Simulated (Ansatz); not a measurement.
# Cd2Se3: the cost of one run

Method: DFT PBE, scalar-relativistic, plane waves, PAW, unless a step names another level, in Ansatz 0.2.0.

3 further runs of the same task are left out: 2 that didn't finish, 1 set aside as unsound or not needed. Runs told in other sessions of the task aren't counted.

### Step 1. The starting structure

The structure is trigonal, space group R-3m (No. 166). The conventional cell has a = 4.258 Å, b = 4.258 Å, c = 24.875 Å, α = 90.00°, β = 90.00°, γ = 120.00°. Cd (site symmetry 3m) has 6 Se at 2.78 to 2.95 Å in its first shell of neighbours. Around Se (site symmetry 3m) lie 1 Se at 2.41 Å and 3 Cd at 2.78 Å. Around Se (site symmetry -3m) lie 6 Cd at 2.95 Å.

As a file:

```
CELL_PARAMETERS angstrom
2.12907 1.22922 8.29162
-2.12907 1.22922 8.29162
0.00000 -2.45843 8.29162
ATOMIC_POSITIONS crystal
Cd 0.23252 0.23252 0.23252
Cd 0.76748 0.76748 0.76748
Se 0.95157 0.95157 0.95157
Se 0.04843 0.04843 0.04843
Se 0.50000 0.50000 0.50000
```

It came out lowest among 28 distinct ends of the trial cells. At a tolerance of 0.05 Å it has space group R-3m (No. 166).

### Step 2. Relaxing to 0.001 eV/Å, on the response runs' mesh and smearing

input.yaml reads:

```yaml
crystal:
  lattice:
    - [2.1290656382, 1.2292166193, 8.2916157571]
    - [-2.1290656382, 1.2292166193, 8.2916157571]
    - [0.0, -2.4584332386, 8.2916157571]
  atoms:
    - { symbol: Cd, position: [0.2325176596, 0.2325176596, 0.2325176596] }
    - { symbol: Cd, position: [0.7674823404, 0.7674823404, 0.7674823404] }
    - { symbol: Se, position: [0.9515735277, 0.9515735277, 0.9515735277] }
    - { symbol: Se, position: [0.0484264723, 0.0484264723, 0.0484264723] }
    - { symbol: Se, position: [0.5, 0.5, 0.5] }
basis:
  ecutwfc: 420
kpoints:
  mp_grid: { grid: [12, 12, 12] }
hamiltonian:
  xc: pbe
scf:
  occupations: { method: gaussian, width: 0.1 }
output:
  forces: true
  stress: true
  eigenvalues: true
  write_density: true
  write_potential: true
  elf: true
  volumetric_format: npy
relax:
  adjacent_minimum: "off"
  f_tol: 0.001
  max_steps: 60
  cell: { stress_tol: 0.01 }
```

On the command line:

```sh
$ ansatz run input.yaml --threads 3 --pin off --max-ram 7680MiB --backend cpu --events-out ev --progress --plain --runs-dir out
```

Q: Estimate wall time and peak memory on 3 threads of Arm Neoverse V2, shared host.

About 87 s, with a peak of 1.1 GiB.
